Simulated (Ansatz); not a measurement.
# SnTe: the cost of one run

Method: DFT r²SCAN, frozen-core PAW, scalar-relativistic unless said, in Ansatz 0.2.0.

The COD entry's cell or inner coordinates are ideal or old and differ from later refinements, so a difference from it is no clean test against experiment.

## Step 1: Starting point

Symmetry: Fm-3m, No. 225, cubic system. Conventional cell: a = 6.302 Å, b = 6.302 Å, c = 6.302 Å, α = 90.00°, β = 90.00°, γ = 90.00°. Sn (site symmetry m-3m) is surrounded by 6 Te at 3.15 Å. Te (site symmetry m-3m) has 6 Sn at 3.15 Å as nearest neighbours.

Coordinates:

```cif
data_structure
_symmetry_space_group_name_H-M 'Fm-3m'
_symmetry_Int_Tables_number 225
_cell_length_a 6.3017
_cell_length_b 6.3017
_cell_length_c 6.3017
_cell_angle_alpha 90.000
_cell_angle_beta 90.000
_cell_angle_gamma 90.000
_cell_volume 250.25
loop_
_atom_site_label
_atom_site_type_symbol
_atom_site_symmetry_multiplicity
_atom_site_Wyckoff_symbol
_atom_site_fract_x
_atom_site_fract_y
_atom_site_fract_z
_atom_site_occupancy
Sn1 Sn 4 a 0.00000 0.00000 0.00000 1
Te1 Te 4 b 0.50000 0.00000 0.00000 1
```

Cartesian axes are those of the input's lattice vectors. The structure goes back to a database entry.

## Step 2: Cell and atoms relaxed, PAW

input.yaml

```yaml
crystal:
  lattice:
    - [0.0, 3.15085, 3.15085]
    - [3.15085, 0.0, 3.15085]
    - [3.15085, 3.15085, 0.0]
  atoms:
    - { symbol: Sn, position: [0.0, 0.0, 0.0] }
    - { symbol: Te, position: [0.5, 0.5, 0.5] }
kpoints:
  mp_grid: { grid: [14, 14, 14] }
scf:
  occupations: { method: fermi_dirac, width: 0.08 }
hamiltonian:
  xc: r2scan
  pseudopotentials: { kind: paw }
relax:
  f_tol: 0.002
  max_steps: 80
  cell: {}
output:
  forces: true
  stress: true
  write_density: true
  write_potential: true
  elf: true
  volumetric_format: npy
```

On the command line:

```console
ansatz run input.yaml --threads 1 --pin off --max-ram 3072MiB --backend cpu --events-out ev --progress --plain --runs-dir out
```

Q: Estimate wall time and peak memory on 1 thread of Intel Xeon Platinum 8488C (Sapphire Rapids), shared host.

About 47 s, with a peak of 0.71 GiB.
